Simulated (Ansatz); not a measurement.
# HfSc2N2: the cost of one run

Computed with Ansatz 0.2.0 (DFT PBE, scalar-relativistic, plane waves, PAW, unless a step's input says otherwise).

## 1. The structure to begin with

It takes space group P6/mmm (No. 191, hexagonal). Conventional cell: a = 4.107 Å, b = 4.107 Å, c = 5.871 Å, α = 90.00°, β = 90.00°, γ = 120.00°. Hf (site symmetry 6/mmm) is surrounded by 2 N at 1.84 Å. Sc (site symmetry -6m2) is surrounded by 3 Hf at 2.37 Å and 3 Sc at 2.37 Å. Around N (site symmetry 6mm) lie 1 Hf at 1.84 Å.

Coordinates:

```cif
data_structure
_symmetry_space_group_name_H-M 'P6/mmm'
_symmetry_Int_Tables_number 191
_cell_length_a 4.1075
_cell_length_b 4.1075
_cell_length_c 5.8709
_cell_angle_alpha 90.000
_cell_angle_beta 90.000
_cell_angle_gamma 120.000
_cell_volume 85.78
loop_
_atom_site_label
_atom_site_type_symbol
_atom_site_symmetry_multiplicity
_atom_site_Wyckoff_symbol
_atom_site_fract_x
_atom_site_fract_y
_atom_site_fract_z
_atom_site_occupancy
Hf1 Hf 1 b 0.00000 0.00000 0.50000 1
Sc1 Sc 2 d 0.33333 0.66667 0.50000 1
N1 N 2 e 0.00000 0.00000 0.18591 1
```

The cell is invented: random cell by space group and Wyckoff sites (P6/mmm, No. 191). Its size is a rough estimate.

## 2. A first look at the guess

The input, input.yaml:

```yaml
crystal:
  lattice:
    - [4.10749722, 0.0, 0.0]
    - [-2.05374861, 3.55719694, 0.0]
    - [0.0, 0.0, 5.87093941]
  atoms:
    - { symbol: Hf, position: [0.0, 0.0, 0.5] }
    - { symbol: Sc, position: [0.33333333, 0.66666667, 0.5] }
    - { symbol: Sc, position: [0.66666667, 0.33333333, 0.5] }
    - { symbol: "N", position: [0.0, 0.0, 0.18590781] }
    - { symbol: "N", position: [0.0, 0.0, 0.81409219] }
basis:
  ecutwfc: 420
kpoints:
  mp_grid: { grid: [6, 6, 4] }
hamiltonian:
  xc: pbe
scf:
  occupations: { method: gaussian, width: 0.1 }
  lower_state_search: "off"
output:
  forces: true
  stress: true
  eigenvalues: true
```

The run is started by

```bash
$ ansatz run input.yaml --threads 1 --pin off --max-ram 2560MiB --backend cpu --events-out ev --progress --plain --runs-dir out
```

**Question.** How long does this run take on 1 thread of Arm Neoverse V2, shared host, and how much memory does it need?

About 3.5 s, with a peak of 0.38 GiB.
